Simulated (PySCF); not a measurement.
# C3H6OSi: electronic excitations and core binding energies

What electronic excitations and core binding energies should C3H6OSi (`C=C([SiH3])C=O`) show?

The runs use PySCF 2.14.0, with density-fitted response routines of our own; the level of theory stands in each step. All values are computed, except where a source is named. Atoms are numbered from 0 throughout.

**1. The starting structure**

11 atoms, charge 0, multiplicity 1; geometry from: GFN2-xTB.

Bonds of the start (Å): C0–C1 1.33, C1–Si2 1.90, C1–C3 1.46, C3–O4 1.21, C0–H5 1.08, C0–H6 1.08, Si2–H7 1.47, Si2–H8 1.46, Si2–H9 1.46, C3–H10 1.11.

**2. TDDFT and polarisability: CAM-B3LYP/def2-SVPD**

The job: settings as JSON, then the geometry in Å.

```
{"job": {"kind": "uv", "xc": "CAM-B3LYP", "basis": "def2-SVPD", "nstates": 8, "ntriplets": 3}, "charge": 0, "multiplicity": 1}
C     -0.893523    -1.335520     0.199971
C     -0.308287    -0.163436    -0.038288
Si     1.488809     0.313654     0.338878
C     -1.057511     0.927474    -0.653159
O     -0.566313     2.004930    -0.884955
H     -0.358996    -2.153937     0.652956
H     -1.929644    -1.520989    -0.048900
H      2.115091    -0.864400     0.948352
H      1.482363     1.430559     1.278875
H      2.150713     0.648296    -0.918596
H     -2.117277     0.716040    -0.901096
```

Level: TDDFT CAM-B3LYP/def2-SVPD, vertical, gas phase, core orbitals frozen in the response.

The run is started by

```bash
$ OMP_NUM_THREADS=1 python probes_run.py task.json out
```

This one command runs all jobs of the session in turn.

**Question.** This job is followed by: delta-SCF UKS SCAN, pcX-2 on the ionised atom, pcseg-1 elsewhere, spin-free X2C. What will the session give for the following? lowest singlet (CAM-B3LYP/def2-SVPD); brightest single state of those computed; lowest triplet; C1s binding energies, SCAN/pcX-2; Si1s binding energies, SCAN/pcX-2; Si2p binding energies, SCAN/pcX-2; O1s binding energies, SCAN/pcX-2.

**Answer**, as computed:

| quantity | value |
| --- | --- |
| lowest singlet (CAM-B3LYP/def2-SVPD) | 3.83 eV (324 nm), f = 0.001 |
| brightest single state of those computed | state 3, 6.27 eV, f = 0.332 |
| lowest triplet | 3.31 eV |
| C1s binding energies, SCAN/pcX-2 | C3 293.37, C0 291.07, C1 290.68 eV |
| Si1s binding energies, SCAN/pcX-2 | Si2 1846.49 eV |
| Si2p binding energies, SCAN/pcX-2 | Si2 106.97 eV |
| O1s binding energies, SCAN/pcX-2 | O4 537.80 eV |

In words: The first singlet state (HOMO→LUMO 0.92) lies at 3.83 eV and is dark; of the 8 states computed, the strongest absorption comes from state 3 at 6.27 eV. The lowest triplet lies 0.52 eV below the lowest singlet (triplets in Tamm-Dancoff, singlets in full TDDFT). The C1s levels kept as sound span 2.69 eV, from C1 (α carbon of a C=C–C=O unit) up to C3 (aldehyde carbonyl carbon).
